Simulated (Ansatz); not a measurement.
OSn: an atomisation energy, run with Ansatz 0.2.0 through its Python package.

The script, `run_tae.py`:
```python
# -*- coding: utf-8 -*-
from collections import Counter

import ansatz as az

params = {
    "basis": "def2-SVPD",
    "level": "mp2",
}


def energy_of(molecule, charge=0, unpaired=0):
    calc = molecule.calculation().basis(gaussian=params["basis"]).correlation(params["level"])
    if charge:
        calc = calc.charge(charge)
    if unpaired:
        calc = calc.spin("collinear", total=unpaired)
    report = calc.run().report
    if report["published_state_doubts"]:
        print("  doubts:", report["published_state_doubts"])
    return report["free_energy_ev"]


def main():
    system = (
        az.Crystal.molecule()
        .atom("Sn", (0.0, 0.0, 0.0))
        .atom("O", (0.0, 0.0, 1.95))
    )

    unpaired = {"Sn": 2, "O": 2}
    counts = Counter(site.symbol for site in system.cartesian_sites)
    atom_energy = {s: energy_of(az.Crystal.molecule().atom(s, (0, 0, 0)), 0, unpaired[s]) for s in counts}
    whole = energy_of(system, 0, 0)
    for s, e in atom_energy.items():
        print(f"{s:2s} x{counts[s]}  {e:14.5f} eV")
    print(f"OSn: {whole:.5f} eV")
    split = sum(counts[s] * e for s, e in atom_energy.items()) - whole
    print(f"atomisation energy (no zero-point term): {split:.3f} eV, {split / sum(counts.values()):.3f} eV an atom")


if __name__ == "__main__":
    main()
```

What does it cost to take this molecule apart into atoms?

5.850 eV from the electronic energies, without the zero-point term.

The output:

```console
$ python run_tae.py
Sn x1     -5806.77968 eV
O  x1     -2036.27028 eV
OSn: -7848.89968 eV
atomisation energy (no zero-point term): 5.850 eV, 2.925 eV an atom
```

Reading the output:
- Total energies depend on the basis set; only differences at equal settings carry meaning.
- The geometry is a force-field or estimated start, not a minimum of this method, and the basis set is short of its limit. All parts are taken at fixed geometry, without zero-point energy.
- def2 sets replace the cores of elements past krypton by effective core potentials.
- In double-zeta sets correlated atomisation energies come out some 10 to 15 % low.
- The spin-orbit lowering of heavy atoms is left out.
- The spin state was assumed, and another may lie lower.
- The whole script took 1.3 s on 1 thread of Arm Neoverse V1, with other jobs on the host, peak memory 0.16 GiB.
